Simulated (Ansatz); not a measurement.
CH6AsBS, SMILES BSC[AsH2]: an atomisation energy, run with the Python package of Ansatz (0.2.0).

`ch6asbs.py`:
```python
"""Energy to split CH6AsBS into its atoms."""

from collections import Counter

import ansatz as az

BASIS = "6-31G*"
FUNCTIONAL = "PBE0"


def energy(molecule, charge=0, unpaired=0):
    calc = (
        molecule.calculation()
        .basis(gaussian=BASIS)
        .functional(FUNCTIONAL)
    )
    if charge:
        calc = calc.charge(charge)
    if unpaired:
        calc = calc.spin("collinear", total=unpaired)
    return calc.run(threads=1).report["free_energy_ev"]

geometry = (
    az.Crystal.molecule()
    .atom("B", [-1.3946, 1.6414, 0.4472])
    .atom("S", [0.4034, 1.3609, 0.2617])
    .atom("C", [0.1553, -0.3437, -0.3367])
    .atom("As", [2.0295, -1.1332, -0.6625])
    .atom("H", [-2.0533, 2.1081, -0.4965])
    .atom("H", [-1.9917, 1.461, 1.4518])
    .atom("H", [-0.3657, -0.3515, -1.2655])
    .atom("H", [-0.3019, -0.9314, 0.4389])
    .atom("H", [1.3546, -2.5647, -0.729])
    .atom("H", [2.2476, -1.298, 0.8936])
)

# unpaired electrons of the ground-state atoms
unpaired = {"B": 1, "S": 2, "C": 2, "As": 3, "H": 1}
counts = Counter(site.symbol for site in geometry.cartesian_sites)
atom_energy = {s: energy(az.Crystal.molecule().atom(s, (0, 0, 0)), 0, unpaired[s]) for s in counts}
whole = energy(geometry, 0, 0)
for s, e in atom_energy.items():
    print(f"{s:2s} x{counts[s]}  {e:14.5f} eV")
print(f"CH6AsBS: {whole:.5f} eV")
split = sum(counts[s] * e for s, e in atom_energy.items()) - whole
print(f"atomisation energy (no zero-point term): {split:.3f} eV, {split / sum(counts.values()):.3f} eV an atom")
```

What does it cost to take this molecule apart into atoms?

31.995 eV from the electronic energies, without the zero-point term.

The run itself:

```console
$ python ch6asbs.py
B  x1      -669.66119 eV
S  x1    -10828.69749 eV
C  x1     -1028.41225 eV
As x1    -60824.49581 eV
H  x6       -13.58146 eV
CH6AsBS: -73464.75076 eV
atomisation energy (no zero-point term): 31.995 eV, 3.200 eV an atom
```

Total energies depend on the basis set; only differences at equal settings carry meaning. The geometry is a force-field or estimated start, not a minimum of this method, and the basis set is short of its limit. All parts are taken at fixed geometry, without zero-point energy. Run time: 5.7 s on 1 thread of Arm Neoverse V1, on a shared host, peak memory 0.26 GiB.
